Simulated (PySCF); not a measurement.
# C5H11NO: the cost of one run

Computed with PySCF 2.14.0, with density-fitted response routines of our own, on a single molecule, in the gas phase or a continuum. Atoms are numbered from 0 throughout.

**1. The molecule as given**

18 atoms, charge 0, multiplicity 1; geometry from: GFN2-xTB. The atoms were then displaced at random by about 0.01 Å, so the start is not that level's minimum.

Bonds of the start (Å): C0–C1 1.53, C1–O2 1.21, C1–N3 1.32, N3–C4 1.49, C4–C5 1.53, C4–C6 1.52, C0–H7 1.08, C0–H8 1.05, C0–H9 1.11, N3–H10 1.02, C4–H11 1.08, C5–H12 1.11, C5–H13 1.10, C5–H14 1.10, C6–H15 1.11, C6–H16 1.09, C6–H17 1.10.

**2. Geometry optimisation at PBE0-D3(BJ)/def2-TZVP**

What the job is given:

```
{"job": {"xc": "PBE0", "basis": "def2-TZVP", "d3": "d3bj", "grid": 2, "shake": 0.01, "kind": "geom"}, "charge": 0, "multiplicity": 1}
C      2.743050     0.262070     0.672580
C      1.593100    -0.355830    -0.127150
O      1.749560    -1.235550    -0.946750
N      0.414640     0.169220     0.153160
C     -0.849240    -0.287340    -0.480790
C     -1.763520    -0.928040     0.564180
C     -1.528410     0.890050    -1.161150
H      2.528460     0.241060     1.729290
H      3.648570    -0.229640     0.476220
H      2.826530     1.329380     0.391230
H      0.289710     0.885310     0.864460
H     -0.536630    -1.023810    -1.206490
H     -2.684820    -1.306410     0.078720
H     -2.070200    -0.205010     1.330820
H     -1.250150    -1.769000     1.053720
H     -1.816740     1.665980    -0.425620
H     -0.874080     1.352130    -1.899550
H     -2.447370     0.557400    -1.659280
```

The run is started by

```sh
$ OMP_NUM_THREADS=2 python probes_run.py task.json out
```

The driver reads the jobs from task.json and runs them one after another.

**Question.** How long does this first job take on 2 threads of Intel Xeon Platinum 8259CL at 2.50GHz, shared host, and how much memory does it need?

About 4.2 min, with a peak of 1.7 GiB.
